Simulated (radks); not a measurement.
# Ge inside a hard spherical wall

One table from this session's results is given with a row withheld; the runs are named, their logs left out.

Method: scalar-relativistic Kohn-Sham, LDA (Slater exchange, Perdew-Wang correlation), spin-unpolarised, spherical densities, finite nucleus. Code: radks (a radial shooting solver on a logarithmic mesh, Libxc functionals) version 1.

### The atom as given

| Item | Value |
| --- | --- |
| element | germanium (Z = 32) |
| charge | 0 |
| electrons | 32 |
| configuration | [Ar] 3d10 4s2 4p2 |
| nuclear rms radius | 4.0742 fm |

The outer shells:

Ge
```
[Ar] core
3d [↑↓][↑↓][↑↓][↑↓][↑↓]
4s [↑↓]
4p [↑ ][↑ ][  ]
```

The first run:

Settings of this run:

```text
Z 32
configuration [Ar] 3d10 4s2 4p2 5s0 4d0 5p0
relativity scalar-relativistic
functional lda,pw
spin unpolarised
nucleus finite rms 4.0742 fm
c 137.035999084
```

Among the steps run: The free atom.

One of the session's tables, all rows but one given; the rest of the session is left out.

It belongs to the step «The free atom». Radial density 4πr²ρ:

```
r (bohr)  4πr²ρ (e/bohr)
 0.00214           1.320
 0.00340               ?
 0.00541           6.508
 0.00860           13.09
  0.0137           23.36
  0.0217           34.65
  0.0349           39.20
  0.0554           33.57
  0.0882           34.33
   0.140           45.52
   0.223           33.69
   0.355           23.35
   0.564           28.12
   0.904           12.72
    1.44           3.554
    2.29           1.787
    3.64          0.5585
    5.79         0.06498
```

Q: Estimate the row for r (bohr) = 0.00340 from the others.

Worked estimate for «4πr²ρ (e/bohr)». A straight line through the neighbours (0.00214, 1.320) and (0.00541, 6.508) gives 1.320 + (6.508 − 1.320) × (0.00340 − 0.00214) / (0.00541 − 0.00214) = 3.319; a parabola fitted to 3 rows on both sides gives 3.132.

**Answer.** 4πr²ρ (e/bohr): 3.001. In «4πr²ρ (e/bohr)» the line misses by +0.318 and the parabola by +0.131.

To keep in mind: Shells are not refilled when levels cross, and a hard wall is a model, not a crystal.
